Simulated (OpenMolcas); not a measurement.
# Mo³⁺ among point charges: CASSCF levels and susceptibility

How does a field of 6 point charges split the states of Mo³⁺, and what χT follows?

Method: state-averaged CASSCF, spin-orbit coupling by RASSI with atomic mean-field integrals. Code: OpenMolcas 26.06.

1 further run of the same task is left out (it didn't finish).

## (1) The atom as given

- Species: Mo³⁺ (molybdenum, Z = 42, 39 electrons)
- Basis: ANO-RCC-VDZP [6s5p3d1f], 43 functions
- Scalar Hamiltonian: DKH2, point nucleus
- Inactive shells: 1s 2s 2p 3s 3p 3d 4s 4p
- Active space: 3 electrons in 5 orbitals (4d)
- Some configurations of this space: 4d3
- Orbitals: optimised for each spin and parity, averaged over all roots

The outer shells:

4d3
```
4d [↑ ][↑ ][↑ ][  ][  ]
```

The ion sits among 6 point charges of -1.7 e arranged as a trigonal prism (D3h), 1.98 Å from the ion, with a polar angle of 42.7° against the regular 49.1°. The active orbitals were held to one l.

The work runs as a chain of OpenMolcas steps in one folder; each step below is one input file. Labels, J, g values, rates, χT and fits are worked out afterwards by a script from the matrices that RASSI stores.

## (2) GATEWAY and SEWARD: basis and integrals

Input file a.inp:

```
&GATEWAY
Coord
1

Mo 0.0 0.0 0.0
Basis=ANO-RCC-VDZP
Group=NoSym
NoMove
AngMom=0.0 0.0 0.0
AMFI
XField
6 Angstrom 0
1.343188 0.000000 1.454732 -1.700000
-0.671594 1.163235 1.454732 -1.700000
-0.671594 -1.163235 1.454732 -1.700000
1.343188 0.000000 -1.454732 -1.700000
-0.671594 1.163235 -1.454732 -1.700000
-0.671594 -1.163235 -1.454732 -1.700000
&SEWARD
```

Started as:

```sh
$ OMP_NUM_THREADS=1 MOLCAS_MEM=1689 MOLCAS_PROJECT=a pymolcas a.inp > a.log
```

## (3) CASSCF: quartets, 10 roots

Input file a.inp:

```
&RASSCF
FileOrb=start.orb
Symmetry=1
Spin=4
nActEl=3 0 0
Inactive=18
Ras2=5
CIRoot=10 10 1
SDav=10
CIMx=300
Iter=120 100
PrWF=0.3
OrbListing=Nothing
MaxOrb=0
SupSym
1
15 10 11 12 13 14 19 20 21 22 23 32 33 34 35 36
>>> COPY $Project.JobIph JOB001
```

start.orb holds the contracted functions of the basis, ordered by shell, or the orbitals of the step before.

## (4) Reference wave functions, doublets, 40 roots

Input file a.inp:

```
&RASSCF
FileOrb=start.orb
Symmetry=1
Spin=2
nActEl=3 0 0
Inactive=18
Ras2=5
CIRoot=40 40 1
SDav=40
CIMx=300
Iter=120 100
PrWF=0.3
OrbListing=Nothing
MaxOrb=0
SupSym
1
15 10 11 12 13 14 19 20 21 22 23 32 33 34 35 36
>>> COPY $Project.JobIph JOB002
```

## (5) RASSI: spin-orbit coupling between the states

Input file a.inp:

```
&RASSI
NrOfJobIphs=2 10 40
1 2 3 4 5 6 7 8 9 10
1 2 3 4 5 6 7 8 9 10 11 12 13 14 15 16 17 18 19 20 21 22 23 24 25 26 27
28 29 30 31 32 33 34 35 36 37 38 39 40
IphNames
JOB001
JOB002
EJob
SpinOrbit
DIPRint=1.0
SOCoupling=1000.0
Subsets=2
Property=9
'ANGMOM' 1 'ANGMOM' 2 'ANGMOM' 3 'MLTPL  1' 1 'MLTPL  1' 2 'MLTPL  1' 3
'AMFI' 1 'AMFI' 2 'AMFI' 3
SOProperty=3
'ANGMOM' 1 'ANGMOM' 2 'ANGMOM' 3
```

Before running it: what results should come out? Wanted: spin-free ground state; first state of the same spin within the active space; lowest level; next level.

As calculated:

```
                                            quantity                              value
                                              method                             CASSCF
                              spin-free ground state    4A2, 1-fold in its orbital part
first state of the same spin within the active space                    4E at 5960 cm⁻¹
                                        lowest level  2-fold E1/2, g = 1.99, 3.12, 3.12
                                          next level                         180.1 cm⁻¹
                                         χT at 300 K                     1.35 cm³ K/mol
                           effective moment at 300 K                            3.29 μB
```

In words: The spin-free ground state (4A2) comes to 87 % from free-ion F terms and keeps the highest spin of the shell. χT at 300 K is 1.35, against 1.88 cm³ K/mol for the spin alone, so spin-orbit coupling lowers it. The field of point charges can differ much from that of real complexes. Point charges carry no covalency, so the field is a model and not that of real ligands.
